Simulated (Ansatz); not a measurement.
# Ta3AsAu2O13 (Cm) in Ansatz: single point with PBE

Aim: the single point of Ta3AsAu2O13 with PBE.

Everything below comes from runs of Ansatz 0.2.0. Logs are shortened: lines on timing, memory, paths and dates and some standing lists are left out, and cuts for length are marked.

**1. The crystal as given**

The structure is monoclinic, space group Cm (No. 8). The conventional cell has a = 12.861 Å, b = 3.887 Å, c = 10.986 Å, α = 90.00°, β = 103.45°, γ = 90.00°. Around Ta (site symmetry m) lie 4 O at 1.83 to 2.03 Å. Ta (site symmetry m) has 5 O at 1.83 to 2.10 Å as nearest neighbours. Ta (site symmetry m) has 5 O at 1.86 to 2.08 Å as nearest neighbours. As (site symmetry m) has 3 O at 1.73 to 1.80 Å as nearest neighbours. Around Au (site symmetry m) lie 5 O at 1.97 to 2.26 Å. Au (site symmetry m) is surrounded by 4 O at 1.98 to 2.05 Å. O (site symmetry m) has 1 As at 1.73 Å as nearest neighbours. O (site symmetry m) is surrounded by 1 Ta at 1.83 Å and 1 Au at 1.97 Å.

The cell was built by a generator and needn't be a form met in nature.

**2. Single point, PBE**

Input file input.yaml:

```yaml
crystal:
  lattice:
    - [6.4303, -1.94333, -0.00483]
    - [6.4303, 1.94333, -0.00483]
    - [-2.54785, 0.0, 10.68617]
  atoms:
    - { symbol: Ta, position: [0.42174, 0.42174, 0.35289] }
    - { symbol: Ta, position: [0.60514, 0.60514, 0.67616] }
    - { symbol: Ta, position: [0.33575, 0.33575, 0.98865] }
    - { symbol: As, position: [0.62199, 0.62199, 0.00347] }
    - { symbol: Au, position: [0.71608, 0.71608, 0.3478] }
    - { symbol: Au, position: [0.30523, 0.30523, 0.63263] }
    - { symbol: O, position: [0.69967, 0.69967, 0.15479] }
    - { symbol: O, position: [0.56266, 0.56266, 0.34673] }
    - { symbol: O, position: [0.27377, 0.27377, 0.44492] }
    - { symbol: O, position: [0.32994, 0.32994, 0.81777] }
    - { symbol: O, position: [0.48263, 0.48263, 0.55126] }
    - { symbol: O, position: [0.75351, 0.75351, 0.62745] }
    - { symbol: O, position: [0.36278, 0.36278, 0.18289] }
    - { symbol: O, position: [0.87969, 0.87969, 0.36594] }
    - { symbol: O, position: [0.57427, 0.57427, 0.83568] }
    - { symbol: O, position: [0.11671, 0.11671, 0.67068] }
    - { symbol: O, position: [0.49325, 0.49325, 0.03078] }
    - { symbol: O, position: [0.16601, 0.16601, 0.98717] }
    - { symbol: O, position: [0.79918, 0.79918, 0.98234] }
hamiltonian:
  xc: pbe
  pseudopotentials: { kind: nc, source: spms }
kpoints:
  mp_grid: { grid: [7, 7, 3] }
scf:
  occupations: { method: fermi_dirac, width: 0.05 }
output:
  forces: true
  stress: true
  eigenvalues: true
```

Potentials or basis: SPMS NC.

The run is started by

```bash
$ ansatz run input.yaml --threads 8 --pin off --max-ram 20480MiB --backend cpu --events-out ev --progress --plain --runs-dir out
```

Log:

```text
Warning: RAYON_NUM_THREADS=8 ignored (pool sized by the plan → 8); use --threads N
Engine: ansatz 0.2.0, x86_64-unknown-linux-gnu
Pseudopotentials: kind: nc
Pseudopotential: Ta, nc, valence charge 13, recommended cutoff 462.593566181796 eV (normal), Ta.nc.azcp
Pseudopotential: As, nc, valence charge 15, recommended cutoff 816.3415873796399 eV (normal), As.nc.azcp
Pseudopotential: Au, nc, valence charge 19, recommended cutoff 517.016338673772 eV (normal), Au.nc.azcp
Pseudopotential: O, nc, valence charge 6, recommended cutoff 1034.032677347544 eV (normal), O.nc.azcp
Functional definition: PBE
  parameter kappa = 0.804
  parameter beta = 0.06672455060314922
  exchange = pbe_x(kappa = kappa, mu = beta*pi^2/3)
  correlation = pbe_c(beta = beta)
Crystal: 19 atoms, lattice volume = 267.025 Å³
[... 53 lines left out ...]
  atom   3  Ta     0.01724587     0.00000000    -0.03524663
  atom   4  As    -0.02235848     0.00000000     0.01125503
  atom   5  Au     0.02885424     0.00000000     0.03466380
  atom   6  Au     0.03704576     0.00000000     0.00643292
[... 11 lines left out ...]
  atom  18  O      0.01753489    -0.00000000     0.00537372
  atom  19  O      0.03466277    -0.00000000    -0.00015280
  max |Σ_I F_I| component: 5.92e-5 eV/Å
--- Stress (GPa, compression-positive) ---
       -0.423858       0.000000      -0.041164
        0.000000      -0.410830      -0.000000
       -0.041164      -0.000000      -0.563063
  P = ⅓ Tr σ = -0.4659 GPa (-4.659 kbar)
--- Band table (eV; the first three rows and the last of 44) ---
  k-point 0: bands = ["-97.8409", "-97.8302", "-60.4981", "-60.4086", "-60.3189", "-49.6925", "-49.5781", "-49.4329", "-49.0439", "-48.9110", "-48.6341", "-29.2904", "-29.2375", "-29.2372", "-29.1892", "-29.1683", "-27.2191", "-27.0423", "-27.0392", "-27.0055", "-26.9822", "-26.9424", "-26.9113", "-26.8936", "-26.8171", "-11.9687", "-11.2297", "-10.8212", "-10.3076", "-10.1720", "-10.0242", "-9.9134", "-9.8373", "-9.6351", "-9.4746", "-9.2948", "-8.9233", "-8.6490", "-1.6649", "0.7546", "0.8874", "1.1171", "1.4404", "1.5199", "1.6477", "1.7656", "1.9495", "2.0606", "2.3290", "2.7737", "2.9147", "3.0092", "3.1988", "3.3587", "3.6926", "3.7877", "4.1295", "4.3406", "4.5108", "4.5111", "4.7072", "4.8079", "5.0691", "5.0717", "5.2944", "5.2967", "5.3360", "5.4275", "5.5073", "5.5400", "5.6200", "5.7105", "5.8270", "5.8507", "5.9261", "6.0441", "6.2658", "6.3969", "6.6386", "6.7501", "6.9469", "7.0482", "7.1531", "7.2607", "7.8076", "7.9561", "8.5084", "9.4719", "10.4358", "11.0177", "11.3429", "11.5121", "11.7572", "11.8515", "12.2247", "12.2313", "12.7010", "12.8971", "13.0391", "13.3229", "13.7730", "14.1714", "14.8012", "15.1246"]
  k-point 1: bands = ["-97.8409", "-97.8302", "-60.4981", "-60.4086", "-60.3189", "-49.6925", "-49.5781", "-49.4329", "-49.0439", "-48.9110", "-48.6341", "-29.2904", "-29.2375", "-29.2372", "-29.1892", "-29.1683", "-27.2191", "-27.0423", "-27.0399", "-27.0055", "-26.9803", "-26.9433", "-26.9115", "-26.8936", "-26.8171", "-11.9656", "-11.2374", "-10.8160", "-10.3060", "-10.1782", "-10.0224", "-9.9100", "-9.8404", "-9.6430", "-9.4771", "-9.2738", "-8.9314", "-8.6487", "-1.6630", "0.7664", "0.8658", "1.0865", "1.4449", "1.5145", "1.6443", "1.7667", "1.9765", "2.0275", "2.3102", "2.7057", "2.9981", "3.0533", "3.2937", "3.4888", "3.6967", "3.8157", "4.0503", "4.1720", "4.4892", "4.5114", "4.7424", "4.8153", "4.9652", "5.1186", "5.1738", "5.2817", "5.3918", "5.3919", "5.4903", "5.5539", "5.5608", "5.7139", "5.8672", "5.9310", "5.9670", "6.0990", "6.2973", "6.3990", "6.7066", "6.7869", "6.9515", "7.0392", "7.0702", "7.1786", "7.8083", "7.9244", "8.4927", "9.5798", "10.4338", "11.0147", "11.3324", "11.3860", "11.7155", "11.8602", "12.2383", "12.4612", "12.7022", "12.8045", "13.0476", "13.3028", "13.8406", "14.1940", "14.8300", "15.0188"]
  k-point 2: bands = ["-97.8409", "-97.8302", "-60.4979", "-60.4084", "-60.3187", "-49.6925", "-49.5781", "-49.4336", "-49.0439", "-48.9115", "-48.6341", "-29.2904", "-29.2378", "-29.2363", "-29.1892", "-29.1684", "-27.2181", "-27.0612", "-27.0383", "-27.0046", "-26.9811", "-26.9422", "-26.9146", "-26.9086", "-26.8395", "-11.8816", "-11.1104", "-10.7412", "-10.2789", "-10.1637", "-9.9600", "-9.8415", "-9.7303", "-9.5702", "-9.4419", "-9.2863", "-9.0097", "-8.6471", "-1.9089", "0.6854", "0.8844", "1.0245", "1.1538", "1.2986", "1.5860", "2.0058", "2.2450", "2.3612", "2.3898", "2.6786", "2.8911", "2.9884", "3.2143", "3.4171", "3.6440", "3.7767", "3.8836", "4.1725", "4.3052", "4.4226", "4.5205", "4.6071", "4.6902", "4.8028", "4.9875", "5.1804", "5.2993", "5.3731", "5.4566", "5.5222", "5.6643", "5.7204", "5.7831", "5.9078", "6.0197", "6.1915", "6.2886", "6.3211", "6.4773", "6.6184", "6.8975", "7.0277", "7.2316", "7.3612", "7.5761", "8.1723", "8.8343", "9.6275", "10.7434", "11.1361", "11.4692", "11.5941", "11.8042", "11.8376", "12.1053", "12.2580", "12.4012", "12.9663", "13.1393", "13.4381", "13.9062", "14.3133", "15.1728", "15.3846"]
  k-point 43: bands = ["-97.8409", "-97.8302", "-60.4979", "-60.4084", "-60.3187", "-49.6925", "-49.5781", "-49.4336", "-49.0439", "-48.9115", "-48.6341", "-29.2905", "-29.2378", "-29.2362", "-29.1892", "-29.1684", "-27.2186", "-27.0612", "-27.0385", "-27.0047", "-26.9807", "-26.9424", "-26.9146", "-26.9087", "-26.8395", "-11.7434", "-11.0111", "-10.7284", "-10.3640", "-10.2458", "-10.1566", "-9.9237", "-9.7270", "-9.4888", "-9.4652", "-9.2786", "-8.9636", "-8.6385", "-1.7098", "0.3612", "0.9067", "1.0384", "1.2491", "1.4245", "1.4828", "2.1561", "2.2121", "2.4358", "2.5599", "2.6618", "2.9275", "3.1055", "3.4123", "3.5239", "3.5881", "3.7272", "3.8386", "3.9898", "4.1431", "4.3149", "4.4420", "4.5952", "4.6889", "4.7451", "4.8682", "5.0877", "5.1617", "5.3388", "5.4501", "5.5510", "5.6522", "5.7142", "5.8109", "6.0435", "6.1341", "6.1838", "6.2683", "6.4247", "6.5820", "6.6869", "6.8034", "6.8909", "7.1254", "7.3853", "7.5375", "8.0444", "8.8340", "9.8392", "10.6657", "11.2412", "11.5205", "11.6942", "11.7941", "12.0107", "12.2687", "12.3947", "12.6445", "12.7541", "13.3558", "13.5627", "13.9572", "14.3152", "14.7499", "15.0855"]
```

Run time: 83 s. Hardware: 8 threads of AMD EPYC 7B13 (Zen 3), shared host; peak memory 5.5 GiB.

Results:

- Free energy: -21702.1895 eV
- Pressure: -0.5 GPa
- Largest force: 0.157 eV/Å
- Band gap on the k mesh: none (metal or under the smearing width)

Forces on the atoms (eV/Å):
```
Ta   0.070  0.000 -0.072
Ta  -0.079  0.000 -0.011
Ta   0.017  0.000 -0.035
As  -0.022  0.000  0.011
Au   0.029  0.000  0.035
Au   0.037  0.000  0.006
O   -0.036  0.000 -0.064
O   -0.157  0.000  0.008
O    0.004  0.000 -0.045
O   -0.028  0.000  0.113
O    0.074  0.000  0.045
O   -0.065  0.000  0.011
O    0.020  0.000  0.083
O    0.044  0.000 -0.007
O    0.054  0.000 -0.072
O   -0.019  0.000  0.007
O    0.003  0.000 -0.017
O    0.018  0.000  0.005
O    0.035  0.000  0.000
```

Caveat: the pressure holds a Pulay correction of +0.4 GPa for the finite cutoff.
